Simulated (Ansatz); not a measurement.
# ClH5O2Sn: the cost of one run

All numbers below are computed with Ansatz 0.2.0 (RKS BHLYP-D4/def2-SVP).

1 further run of the same task is left out (it didn't finish).

## (1) The system as given

Bond lengths: Sn1–O2 2.310 Å, O2–H3 1.010 Å, Sn1–O4 1.960 Å, O4–H5 1.010 Å, Sn1–H6 1.739 Å, Sn1–H7 1.739 Å, Sn1–Cl8 2.710 Å. Angles: Sn1–O2–H3 109.5°, O2–Sn1–O4 109.4°, O2–Sn1–H6 109.5°, O2–Sn1–H7 109.5°, O2–Sn1–Cl8 71.6°, O4–Sn1–H6 109.5°, O4–Sn1–H7 109.5°, O4–Sn1–Cl8 67.1°, H6–Sn1–H7 109.5°, H6–Sn1–Cl8 72.9°, H7–Sn1–Cl8 176.5°, Sn1–O4–H5 109.5°.

Coordinates:

```xyz
9

Sn    0.0000    0.0000    0.0000
O     0.0000    0.0000    2.3100
H    -0.9095   -0.2814    2.6471
O     1.8483    0.0000   -0.6527
H     2.1646   -0.9521   -0.7693
H    -0.8195    1.4198   -0.5794
H    -0.8195   -1.4198   -0.5794
Cl    1.4213    2.1433    0.8545
H     0.7379    1.1128    2.0705
```

## (2) A restrained relaxation towards end A

Springs on the bonds that form and break draw the guess towards this end; the thresholds are loose.

The input, input.yaml:

```yaml
crystal:
  periodic: [false, false, false]
  atoms:
    - { symbol: Sn, position_ang: [0.0, 0.0, 0.0] }
    - { symbol: O, position_ang: [0.0, 0.0, 2.31] }
    - { symbol: H, position_ang: [-0.9095, -0.2814, 2.6471] }
    - { symbol: O, position_ang: [1.8483, 0.0, -0.6527] }
    - { symbol: H, position_ang: [2.1646, -0.9521, -0.7693] }
    - { symbol: H, position_ang: [-0.8195, 1.4198, -0.5794] }
    - { symbol: H, position_ang: [-0.8195, -1.4198, -0.5794] }
    - { symbol: Cl, position_ang: [1.4213, 2.1433, 0.8545] }
    - { symbol: H, position_ang: [0.7379, 1.1128, 2.0705] }
basis:
  gaussian: { orbitals: def2-SVP }
hamiltonian:
  xc: { name: BHLYP }
  dispersion: d4
relax:
  f_tol: 0.15
  max_steps: 25
  restrain:
    - { distance: [0, 7], at: 3.61, k: 30.0 }
    - { distance: [8, 1], at: 2.21, k: 30.0 }
    - { distance: [0, 1], at: 1.96, k: 30.0 }
    - { distance: [8, 7], at: 1.37, k: 30.0 }
```

Command:

```bash
$ ansatz run input.yaml --threads 2 --pin off --max-ram 3072MiB --backend cpu --events-out ev --progress --plain --runs-dir out
```

What time and memory should one allow on 2 threads of Intel Xeon 6975P-C (Granite Rapids), shared host?

About 20 s, with a peak of 0.24 GiB.
